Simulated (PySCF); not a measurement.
# C3H13NO2Si2: the cost of one run

Programs: tblite 0.8.0 and PySCF 2.14.0. All values are calculated, for the isolated system unless a continuum is named. Atoms count from 0, parts from 1.

9 further runs of the same task are left out: 9 set aside as unsound or not needed.

## 1. Starting point

21 atoms, charge 0, multiplicity 1; geometry: GFN2-xTB. Parts: 1 = atoms 0–14, `O[SiH2]CC[SiH3]`, charge 0; 2 = atoms 15–20, `NC=O`, charge 0.

## 2. NMR shieldings: PBE0/pcSseg-1

The job: settings as JSON, then the geometry in Å.

```
{"job": {"kind": "nmr", "xc": "PBE0", "basis": "pcSseg-1", "pop": false, "iso": false}, "charge": 0, "multiplicity": 1, "parts": [{"atoms": "0-14", "charge": 0, "multiplicity": 1}, {"atoms": "15-20", "charge": 0, "multiplicity": 1}]}
O     -2.035700     1.718610     0.505840
Si    -1.690880     0.580290     1.632810
C      0.172750     0.213660     1.736220
C      0.777680    -0.522280     0.534310
Si     0.853410     0.479620    -1.080960
H     -1.859370     1.556090    -0.418600
H     -2.423890    -0.652040     1.331460
H     -2.168060     1.255870     2.833500
H      0.349450    -0.385670     2.633080
H      0.722640     1.146060     1.887330
H      0.227540    -1.451660     0.367720
H      1.798350    -0.821020     0.791760
H      1.828370    -0.136250    -1.981350
H     -0.461090     0.467790    -1.750270
H      1.215060     1.871200    -0.803440
N     -1.018600     4.387260     1.216900
C     -0.096530     4.414540     2.190240
O      0.566860     5.371860     2.498400
H     -1.197320     5.231030     0.695800
H     -1.534410     3.548080     0.998360
H     -0.004890     3.433540     2.696790
```

With the program's defaults for keys left out, this is: GIAO PBE0/pcSseg-1 NMR shielding, non-relativistic, gas phase.

Command:

```sh
$ OMP_NUM_THREADS=1 python cluster_run.py task.json out
```

This one command runs all jobs of the session in turn.

**Question.** How long does this first job take on 1 thread of Arm Neoverse N1, shared host, and how much memory does it need?

About 67 s, with a peak of 0.98 GiB.
